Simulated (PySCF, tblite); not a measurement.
# C7H7ClOS: geometry, infrared bands and NMR shifts

Wanted: the infrared bands and NMR shifts of C7H7ClOS (`CCc1csc(C(=O)Cl)c1`), by calculation.

The runs use tblite 0.8.0 and PySCF 2.14.0, with density-fitted response routines of our own; the level of theory stands in each step. All values are computed, except where a source is named. Atoms count from 0, in the outputs and in this text.

## (1) The molecule as given

17 atoms, charge 0, multiplicity 1; geometry from: force field or distance geometry start.

Bonds of the start (Å): C0–C1 1.52, C1–C2 1.52, C2–C3 1.37, C3–S4 1.71, S4–C5 1.71, C5–C6 1.47, C6–O7 1.23, C6–Cl8 1.76, C5–C9 1.39, C9–C2 1.43, C0–H10 1.09, C0–H11 1.11, C0–H12 1.09, C1–H13 1.09, C1–H14 1.08, C3–H15 1.07, C9–H16 1.09.

## (2) Geometry optimisation with GFN2-xTB

What the job is given:

```
{"job": {"kind": "relax", "xc": "GFN2-xTB", "basis": "xTB"}, "charge": 0, "multiplicity": 1}
C     -2.499500    -0.118000     0.545800
C     -1.650700     0.520800    -0.545300
C     -0.233300    -0.019300    -0.524800
C      0.192900    -1.089600    -1.275200
S      1.846300    -1.440100    -1.017300
C      2.027300    -0.139900     0.080000
C      3.346300     0.100500     0.681400
O      4.341300    -0.584000     0.443900
Cl     3.406800     1.451600     1.802600
C      0.828100     0.531500     0.254000
H     -2.099400     0.075300     1.541600
H     -3.525600     0.292900     0.514000
H     -2.581300    -1.199000     0.425500
H     -1.620800     1.603000    -0.397600
H     -2.106800     0.344800    -1.513900
H     -0.388000    -1.710500    -1.931300
H      0.709500     1.392200     0.906700
```

On the command line:

```
OMP_NUM_THREADS=1 python probes_run.py task.json out
```

One launch serves the whole session: the jobs run in the order shown.

**Question.** This job is followed by: GFN2-xTB harmonic vibrations, gas phase; GIAO PBE0/pcSseg-1 NMR shielding, non-relativistic, gas phase. What will the session give for the following? strongest single infrared mode (GFN2-xTB); zero-point energy (GFN2-xTB); ¹³C shifts against TMS (PBE0/pcSseg-1); ¹H shifts against TMS (PBE0/pcSseg-1, means over atoms taken as alike); ³³S shifts against CS2 (PBE0/pcSseg-1); ¹⁷O shifts against H2O (PBE0/pcSseg-1); ³⁵Cl shifts against HCl (PBE0/pcSseg-1).

**Answer**, as computed:

| quantity | value |
| --- | --- |
| strongest single infrared mode (GFN2-xTB) | 1790 cm⁻¹, 454 km/mol |
| zero-point energy (GFN2-xTB) | 75.9 kcal/mol |
| ¹³C shifts against TMS (PBE0/pcSseg-1) | 166.3, 152.1, 147.5, 145.2, 144.3, 28.7, 21.8 ppm |
| ¹H shifts against TMS (PBE0/pcSseg-1, means over atoms taken as alike) | 8.06, 7.46, 2.74, 1.25 ppm |
| ³³S shifts against CS2 (PBE0/pcSseg-1) | 254 ppm |
| ¹⁷O shifts against H2O (PBE0/pcSseg-1) | 538.3 ppm |
| ³⁵Cl shifts against HCl (PBE0/pcSseg-1) | 420 ppm |

The optimisation took 48 steps and gained 0.146 eV; among the close pairs (by a distance rule), C6–O7 changed most, from 1.231 to 1.191 Å. No mode is imaginary among the 45: a minimum at this level. The strongest single mode, at 1790 cm⁻¹, moves mainly C6 and O7. GFN2-xTB is a fitted tight-binding method: band positions and strengths are rough. Its intensities can rank the bands wrongly. NICS(1)zz of -23 ppm above the planar ring from C2 marks a diatropic (aromatic) ring current.
